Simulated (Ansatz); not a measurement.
# Ta2Nb3B: the cost of one run

Method: DFT PBE, scalar-relativistic, plane waves, PAW, unless a step names another level, in Ansatz 0.2.0.

## Step 1: Starting point

The structure is tetragonal, space group I4/mmm (No. 139). Conventional cell: a = 3.273 Å, b = 3.273 Å, c = 18.742 Å, α = 90.00°, β = 90.00°, γ = 90.00°. Ta (site symmetry 4mm) is surrounded by 4 Ta at 2.83 Å and 4 Nb at 2.85 Å. Nb (site symmetry 4mm) has 1 B at 2.21 Å as nearest neighbours. Nb (site symmetry 4/mmm) has 4 B at 2.31 Å as nearest neighbours. Around B (site symmetry 4/mmm) lie 6 Nb at 2.21 to 2.31 Å.

Coordinates:

```
CELL_PARAMETERS angstrom
-1.63651 1.63651 9.37104
1.63651 -1.63651 9.37104
1.63651 1.63651 -9.37104
ATOMIC_POSITIONS crystal
Ta 0.79351 0.79351 0.00000
Ta 0.20649 0.20649 0.00000
Nb 0.61781 0.61781 0.00000
Nb 0.38219 0.38219 0.00000
Nb 0.00000 0.00000 0.00000
B 0.50000 0.50000 0.00000
```

It came out lowest among 18 distinct ends of the trial cells. At a tolerance of 0.05 Å it has space group I4/mmm (No. 139).

## Step 2: A stricter relaxation, on the response runs' mesh and smearing

The input, input.yaml:

```yaml
crystal:
  lattice:
    - [-1.636509349, 1.636509349, 9.3710373456]
    - [1.636509349, -1.636509349, 9.3710373456]
    - [1.636509349, 1.636509349, -9.3710373456]
  atoms:
    - { symbol: Ta, position: [0.7935141149, 0.7935141149, 0.0] }
    - { symbol: Ta, position: [0.2064858851, 0.2064858851, 0.0] }
    - { symbol: Nb, position: [0.6178140149, 0.6178140149, 0.0] }
    - { symbol: Nb, position: [0.3821859851, 0.3821859851, 0.0] }
    - { symbol: Nb, position: [0.0, 0.0, 0.0] }
    - { symbol: B, position: [0.5, 0.5, 0.0] }
basis:
  ecutwfc: 420
kpoints:
  mp_grid: { grid: [14, 14, 14] }
hamiltonian:
  xc: pbe
scf:
  occupations: { method: gaussian, width: 0.1 }
output:
  forces: true
  stress: true
  eigenvalues: true
relax:
  adjacent_minimum: "off"
  f_tol: 0.001
  max_steps: 60
  cell: { stress_tol: 0.01 }
```

Run with:

```
$ ansatz run input.yaml --threads 3 --pin off --max-ram 7680MiB --backend cpu --events-out ev --progress --plain --runs-dir out
```

What time and memory should one allow on 3 threads of Intel Xeon 6975P-C (Granite Rapids), shared host?

About 52 s, with a peak of 1 GiB.
